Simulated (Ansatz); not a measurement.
# AuBrH3N: the cost of one run

Program: Ansatz 0.2.0. Level of theory: RKS B3LYP-D4/def2-SVP. These are calculated values, not measurements.

## 1. The system as given

Bond lengths: N1–Au2 2.112 Å, Au2–Br3 1.730 Å, N1–H4 0.987 Å, N1–H5 1.109 Å, N1–H6 1.052 Å. Angles: N1–Au2–Br3 96.3°, Au2–N1–H4 147.2°, Au2–N1–H5 85.5°, Au2–N1–H6 98.4°, H4–N1–H5 104.9°, H4–N1–H6 109.3°, H5–N1–H6 102.3°.

Coordinates:

```xyz
6

N    -0.5341   -0.2151    0.1653
Au    1.1790    0.9409   -0.2710
Br    2.1932   -0.3855   -0.7244
H    -1.0354   -1.0488    0.0010
H    -1.0956    0.5675   -0.3845
H    -0.6651    0.0770    1.1673
```

## 2. Relaxing end A

input.yaml

```yaml
crystal:
  periodic: [false, false, false]
  atoms:
    - { symbol: "N", position_ang: [-0.5341, -0.2151, 0.1653] }
    - { symbol: Au, position_ang: [1.179, 0.9409, -0.271] }
    - { symbol: Br, position_ang: [2.1932, -0.3855, -0.7244] }
    - { symbol: H, position_ang: [-1.0354, -1.0488, 0.001] }
    - { symbol: H, position_ang: [-1.0956, 0.5675, -0.3845] }
    - { symbol: H, position_ang: [-0.6651, 0.077, 1.1673] }
basis:
  gaussian: { orbitals: def2-SVP }
hamiltonian:
  xc: b3lyp
  dispersion: d4
relax:
  f_tol: 0.015
  max_steps: 40
```

The run is started by

```
$ ansatz run input.yaml --threads 1 --pin off --max-ram 2048MiB --backend cpu --events-out ev --progress --plain --runs-dir out
```

**Question.** How long does this run take on 1 thread of Intel Xeon Platinum 8375C at 2.90GHz (Ice Lake), shared host, and how much memory does it need?

About 58 s, with a peak of 0.22 GiB.
